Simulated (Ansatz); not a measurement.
# Relaxation of KRu2

Wanted: the geometry at rest of KRu2 (a known structure type filled with other elements, at an estimated volume), relaxing the atoms in a fixed cell, and its electronic structure there.

Program: Ansatz 0.2.0. Level of theory: DFT, r2SCAN, no spin polarisation, plane waves, PAW. These are calculated values, not measurements.

## 1. The cell

The structure is tetragonal, space group I4/mmm (No. 139). Conventional cell: a = 3.656 Å, b = 3.656 Å, c = 9.128 Å, α = 90.00°, β = 90.00°, γ = 90.00°. K (site symmetry 4/mmm) is surrounded by 10 Ru at 3.00 to 3.04 Å. Ru (site symmetry 4mm) is surrounded by 5 Ru at 3.00 to 3.05 Å and 5 K at 3.00 to 3.04 Å.

Coordinates:

```
K Ru
1.0
     0.00000    3.65563    0.00000
     3.65563    0.00000    0.00000
     1.82782    1.82782   -4.56406
K Ru
1 2
Direct
  0.00000 0.00000 0.00000
  0.33300 0.33300 0.33400
  0.66700 0.66700 0.66600
```

The first density is read from a saved solution for the starting cell.

## 2. The relaxation

Input file input.yaml:

```yaml
crystal:
  lattice:
    - [0.0, 3.65563123, 0.0]
    - [3.65563123, 0.0, 0.0]
    - [1.82781511, 1.82781511, -4.56405683]
  atoms:
    - { symbol: K, position: [0.0, 0.0, 0.0] }
    - { symbol: Ru, position: [0.333, 0.333, 0.334] }
    - { symbol: Ru, position: [0.667, 0.667, 0.666] }
  symmetry: { tolerance: 0.0003 }
kpoints:
  mp_grid: { grid: [9, 9, 9], shift: [0, 0, 0] }
magnetization:
  spin_polarized: false
scf:
  occupations: { method: fermi_dirac }
  lower_state_search: "off"
hamiltonian:
  pseudopotentials: { kind: paw }
  xc: r2scan
basis:
  ecutwfc: 500
  fft_grid_basis: typed
relax:
  max_steps: 80
  f_tol: 0.03
output:
  forces: true
  stress: true
  eigenvalues: true
  bader: true
  populations: true
  elf: true
  write_potential: true
  volumetric_format: npy
  dos:
    e_range: [-12, 8]
    de: 0.05
    projected: { site_lists: { K: [K], Ru: [Ru] } }
checkpoint:
  read: saved_state
```

Command:

```console
$ ansatz run input.yaml --threads 2 --pin off --max-ram 2560MiB --backend cpu --events-out ev --progress --plain --runs-dir out
```

Output, shortened:

```text
Warning: crystal.lattice misses the space group found at crystal.symmetry.tolerance 3.0e-4 in a digit that the deck types, which is why this is a warning: making the lattice exact moves one of its numbers by a whole unit of that number's last typed decimal, or more. The operation that it [...]
Warning: output.stress: scf.convergence.dr2_threshold = 1e-7 eV (the SCF's general default) is looser than the 3e-10 eV advised for a printed stress (1e-10 eV for each atom of the cell: 3). What an SCF threshold leaves in a stress goes as its square root, and in the free energy as the [...]
Warning: RAYON_NUM_THREADS=2 ignored (pool sized by the plan → 2); use --threads N
[...]
Pseudopotentials: kind: paw
Pseudopotential: K, paw, valence charge 9, recommended cutoff 500 eV (meta_gga), K.paw.azcp
Pseudopotential: Ru, paw, valence charge 16, recommended cutoff 500 eV (meta_gga), Ru.paw.azcp
Functional definition: r2SCAN
[...]
Crystal: 3 atoms, lattice volume = 60.992 Å³
Basis set: ecut = 500 eV, 1573 PW (Γ), exchange–correlation on 108×108×160 points (64 copies of the dense FFT grid, shifted against one another)
Bands: 25, of which v1, the nominal top of the filled ones, is band 21 counted from 1 (20 counted from 0)
Symmetry: 16 space group operations
Space group: I4/mmm (ITA 139), of the structure as read, at distance tolerance 1.2e-3 Å
k-points: 75 of 729
[...]
SCF iter   1: F=-13317.889882 eV  HF=-13317.882837 eV  |F-HF|=7.04e-3  |Δ(HF+E_count)|=         —  Δρ=1.99e-3  dr2=6.64e-4  dr2_τ=1.63e-3  ethr=1.08e-6  ⟨swp⟩=2.6  Hψ=12646  notcnv=0
[...]
relax step   1: F+E_penalty+E_count = -13317.89066169 eV  Δ(F+E_penalty+E_count) = +0.000e0 eV  max|allowed force component| = 1.746e0 eV/Å  Δτ_max = 0.0000 Å  (6 SCF iters, accepted)
[...]
relax step   2: F+E_penalty+E_count = -13318.63835020 eV  Δ(F+E_penalty+E_count) = -7.477e-1 eV  max|allowed force component| = 1.824e0 eV/Å  Δτ_max = 0.1976 Å  (9 SCF iters, dr2 threshold 1.00e-4 eV, accepted)
[...]
```

## 3. The output, continued

Output, continued, shortened:

```text
SCF iter   1: F=-13318.893255 eV  HF=-13318.239144 eV  |F-HF|=6.54e-1  |Δ(HF+E_count)|=         —  Δρ=3.42e-2  dr2=2.76e-1  dr2_τ=9.09e0  ethr=6.67e-4  ⟨swp⟩=1.0  Hψ=10010  notcnv=0
[...]
relax step   3: F+E_penalty+E_count = -13319.04858980 eV  Δ(F+E_penalty+E_count) = -4.102e-1 eV  max|allowed force component| = 4.392e-2 eV/Å  Δτ_max = 0.1950 Å  (7 SCF iters, dr2 threshold 1.00e-4 eV, accepted)
[...]
relax step   4: F+E_penalty+E_count = -13319.04859190 eV  Δ(F+E_penalty+E_count) = -2.106e-6 eV  max|allowed force component| = 4.646e-2 eV/Å  Δτ_max = 0.0000 Å  (4 SCF iters, accepted)
[...]
relax step   5: F+E_penalty+E_count = -13319.04876598 eV  Δ(F+E_penalty+E_count) = -1.741e-4 eV  max|allowed force component| = 5.698e-3 eV/Å  Δτ_max = 0.0043 Å  (6 SCF iters, accepted)
[...]
        0.000002       0.000002      15.469143
  P = ⅓ Tr σ = -4.6783 GPa (-46.783 kbar)
--- Band table (eV; the first three rows and the last of 75) ---
[... band rows left out ...]
[...]
--- Relaxed structure (5 steps of the walk, 5 accepted, 0 SCFs on fresh bases) ---
  F+E_penalty+E_count = -13319.04876598 eV   max|allowed force component| = 5.698e-3 eV/Å
  atoms:
    - { symbol: K, position: [3.167363489965659e-20, 3.167333791276555e-20, -6.33472785502987e-20] }
    - { symbol: Ru, position: [0.29045753428811355, 0.29045753428811355, 0.41908493142377257] }
    - { symbol: Ru, position: [0.7095424657118863, 0.7095424657118863, 0.5809150685762273] }
--- Löwdin populations: 3 sites ---
  site symbol       q [e]
     0      K      8.3824
     1     Ru     16.1848
     2     Ru     16.1848
  spilling = 0.006050 (of n_electrons = 41.000000)
--- Bader charges: 3 sites ---
  site symbol  charge [e]  shift [e]
     0      K      0.6004     0.0001
     1     Ru     -0.3002     0.0000
     2     Ru     -0.3002     0.0000
  estimated error of the sums over rays = 6.7e-4 e
```

It took 1.8 min on 2 threads of Arm Neoverse N1, shared host; peak memory 0.6 GiB.

Relaxation path:

```
step  energy from step 1 (eV/cell)  largest force component (eV/Å)
   1                        0.0000                          1.7464
   2                       -0.7477                          1.8237
   3                       -1.1579                          0.0439
   4                       -1.1579                          0.0465
   5                       -1.1581                          0.0057
```

Step 1 is the start. Step 4 solves the same geometry again.

The largest move, 0.39 Å, is shared by several atoms, Ru3 among them.

## 4. Total and projected density of states

Counts of states in windows (eV from the Fermi level; tetrahedra), total and projected:

```
from    to  total  Ru s  Ru d
-4.5  -4.0   0.26  0.14  0.09
-4.0  -3.5   0.84  0.23  0.57
-3.5  -3.0   2.60  0.29  2.25
-3.0  -2.5   1.62  0.09  1.50
-2.5  -2.0   2.13  0.06  1.97
-2.0  -1.5   2.26  0.19  1.91
-1.5  -1.0   2.43  0.20  2.07
-1.0  -0.5   2.05  0.10  1.84
-0.5   0.0   2.68  0.10  2.50
 0.0   0.5   2.08  0.11  1.90
 0.5   1.0   1.81  0.15  1.57
 1.0   1.5   0.80  0.14  0.55
 1.5   2.0   0.58  0.13  0.34
```

The bands computed are complete only to about 2.6 eV above the Fermi level.

## 5. Charges

Gathered by element (positive charge: electrons given up): Löwdin charges also hold the electrons that the projection spills.

```
element  atoms  Bader charge (e)  Bader volume (Å³)  Löwdin charge (e)
      K      1             +0.60               16.0              +0.62
     Ru      2             -0.30               22.5              -0.18
```

The Löwdin projection spills 0.6 % of the electrons and depends on the orbitals chosen; where it disagrees with Bader's partition, neither is an observable.

## 6. Maps of the fields

Maps in the plane spanned by a and b at height 0.419 along c (axes of the input's cell), one cell: a runs left to right (11 points from zero), b bottom to top (11 points), 90° apart. Inside the augmentation spheres the fields are the smooth ones.

Valence density. Ten steps from '0' (0.15 e/Å³) to '9' (10.00 e/Å³), finer at the low end (step k begins (100^(k/10) - 1)/99 of the way up):
```
21100123554
31000124665
31000124665
21111123443
22344322222
24787531111
26999741000
36999841000
25899731001
23566421111
22232222332
```

ELF. Values, 11 rows by 11 columns:
```
0.31 0.33 0.28 0.22 0.25 0.33 0.31 0.34 0.44 0.46 0.38
0.29 0.29 0.34 0.33 0.34 0.32 0.27 0.39 0.53 0.55 0.46
0.30 0.31 0.33 0.29 0.31 0.33 0.28 0.37 0.51 0.53 0.44
0.32 0.33 0.24 0.17 0.20 0.30 0.33 0.32 0.37 0.39 0.34
0.33 0.25 0.24 0.27 0.25 0.23 0.31 0.33 0.28 0.27 0.31
0.24 0.33 0.58 0.63 0.62 0.44 0.23 0.30 0.33 0.32 0.33
0.18 0.49 0.67 0.47 0.61 0.62 0.25 0.20 0.31 0.34 0.25
0.17 0.52 0.62 0.20 0.47 0.63 0.27 0.17 0.29 0.33 0.22
0.20 0.44 0.68 0.62 0.67 0.58 0.24 0.24 0.33 0.34 0.28
0.28 0.27 0.44 0.52 0.49 0.33 0.25 0.33 0.31 0.29 0.33
0.34 0.28 0.20 0.17 0.18 0.24 0.33 0.32 0.30 0.29 0.31
```

Atoms within 0.2 Å of the plane, in fractions of a and b: Ru at (0.29, 0.29).

Along short contacts, where the density is least:

```
contact  length (Å)  minimum at (fraction)  density (e/Å³)   ELF
Ru2–Ru3       2.688                   0.50           0.405  0.33
```

## 7. Summary of results

| quantity | value |
| --- | --- |
| moves | 3 |
| energy gained | 386.0 meV/atom |
| largest move | 0.39 Å (Ru) |
| space group (0.01 Å), before / after | I4/mmm / I4/mmm |
| pressure left in the fixed cell | -4.7 GPa |
| character | metal |
| density of states, mean within 0.25 eV of the Fermi level | 5.5 per eV per cell |
| Bader charges | K +0.60, Ru -0.30 e |

In the fixed cell the largest move of an atom is 0.39 Å; the energy fell by 386.0 meV per atom. The fixed cell still holds a mean pressure of -4.7 GPa, from stresses of opposite sign along its axes, so its shape would change if let free. With 16 symmetry operations imposed, the end may be a saddle point towards distortions that break them. The cell is metallic; within 0.25 eV of the Fermi level the density of states averages 5.5 per eV per cell, mostly Ru d (92 %). K loses most charge (+0.60 e on average) and Ru gains most (-0.30 e).

Limits of this run: many states at the Fermi level without spin polarisation, so a magnetic state may lie lower; the SCF threshold is loose for a stress.
